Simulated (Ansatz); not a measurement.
# Two self-consistent states of NiPtF6

Aim: solve NiPtF6 (a cell strained and shaken away from equilibrium) from each of its saved states, at one geometry and mesh, and see which is lowest and how they differ.

Method: DFT, r2SCAN, with U_eff = 4.02 eV on Ni d, plane waves, PAW, in Ansatz 0.2.0.

## 1. Geometry

Cell: a = 4.845 Å, b = 4.868 Å, c = 5.364 Å, α = 60.74°, β = 117.25°, γ = 123.92°. First neighbours, in Å: Ni1: 6 F at 1.78 to 2.03; F2: 1 Ni at 1.81, 1 Pt at 1.97; F3: 1 Pt at 1.88, 1 Ni at 1.92; F4: 1 Pt at 1.94, 1 Ni at 2.03; F5: 1 Pt at 1.59, 1 Ni at 1.98; F6: 1 Pt at 1.83, 1 Ni at 2.03; F7: 1 Ni at 1.78, 1 Pt at 1.96; Pt8: 6 F at 1.59 to 1.97.

As a file:

```cif
data_structure
_symmetry_space_group_name_H-M 'P 1'
_symmetry_Int_Tables_number 1
_cell_length_a 4.8455
_cell_length_b 4.8676
_cell_length_c 5.3640
_cell_angle_alpha 60.742
_cell_angle_beta 117.250
_cell_angle_gamma 123.920
_cell_volume 88.55
loop_
_atom_site_label
_atom_site_type_symbol
_atom_site_fract_x
_atom_site_fract_y
_atom_site_fract_z
_atom_site_occupancy
Ni1 Ni 0.50194 0.49189 0.48982 1
F1 F 0.22149 0.12022 0.72223 1
F2 F 0.87046 0.35746 0.74765 1
F3 F 0.59649 0.75140 0.74325 1
F4 F 0.80903 0.90352 0.23954 1
F5 F 0.09920 0.61782 0.25348 1
F6 F 0.39788 0.23374 0.28482 1
Pt1 Pt 0.99496 0.98991 0.01324 1
```

The states: A, no atom with a moment over 0.3 μB (no spin polarisation); B, Ni1 up (collinear spin). Each run reads its own saved solution as saved_state.

## 2. Run from state A

input.yaml reads:

```yaml
crystal:
  lattice:
    - [4.842274, -0.17296, 0.03624]
    - [-2.570925, 4.132938, 0.053905]
    - [-2.437546, 1.512225, 4.532566]
  atoms:
    - { symbol: Ni, position: [0.501943, 0.491894, 0.489821] }
    - { symbol: F, position: [0.221489, 0.120225, 0.722226] }
    - { symbol: F, position: [0.870459, 0.357459, 0.747652] }
    - { symbol: F, position: [0.596492, 0.751402, 0.743252] }
    - { symbol: F, position: [0.809031, 0.903522, 0.239539] }
    - { symbol: F, position: [0.099202, 0.617818, 0.253482] }
    - { symbol: F, position: [0.397877, 0.233742, 0.284817] }
    - { symbol: Pt, position: [0.994963, 0.989915, 0.013245] }
kpoints:
  mp_grid: { grid: [5, 5, 4], shift: [0.0, 0.0, 0.0] }
magnetization:
  spin_polarized: false
scf:
  occupations: { method: fermi_dirac }
  lower_state_search: "off"
  max_iter: 200
hamiltonian:
  pseudopotentials: { kind: paw }
  xc: r2scan
  hubbard:
    projectors: all-electron-ortho-atomic
    sites: [{ species: Ni, l: d, u_eff: 4.02 }]
basis:
  ecutwfc: 500
  fft_grid_basis: typed
output:
  forces: true
  stress: true
  eigenvalues: true
  bader: true
  populations: true
  elf: true
  write_potential: true
  volumetric_format: npy
  dos:
    e_range: [-12, 8]
    de: 0.05
    projected: { site_lists: { F: [F], Ni: [Ni], Pt: [Pt] } }
checkpoint:
  read: saved_state
```

## 4. State B: the run

Edit input.yaml of step 2 so:

```diff
@@ -17,3 +17,3 @@
 magnetization:
-  spin_polarized: false
+  spin_polarized: true
 scf:
```

(Steps that only read results are left out.)

Q: Predict the outcome of this session. Wanted: for each run, free energy; largest site moment; size of the net moment; gap; pressure; largest force.

As calculated:

```
state  free energy (meV/atom)  largest site moment (μB)  size of the net moment (μB/cell)  gap (eV)  pressure (GPa)  largest force (eV/Å)  SCF cycles
    A                   329.8                         –                                 –      0.99            34.7                 20.26          11
    B                     0.0                      1.68                              2.00      2.47            36.3                 20.10          10
```

**Reading.** State B lies lowest, 329.8 meV per atom under state A. The atoms are far from rest (forces to 20.3 eV/Å), so order and character hold for this geometry alone. At the same volume their pressures differ by 1.6 GPa, the state with the larger moments having the higher pressure, so it wants the larger volume. Not all runs allow spin: where it is off, the gap in energy is mostly the cost of forbidding moments, not two ends of one search.

Caveats: atoms or cell far from equilibrium; gaps of Fe, Co and Ni magnets can come out low on these datasets.
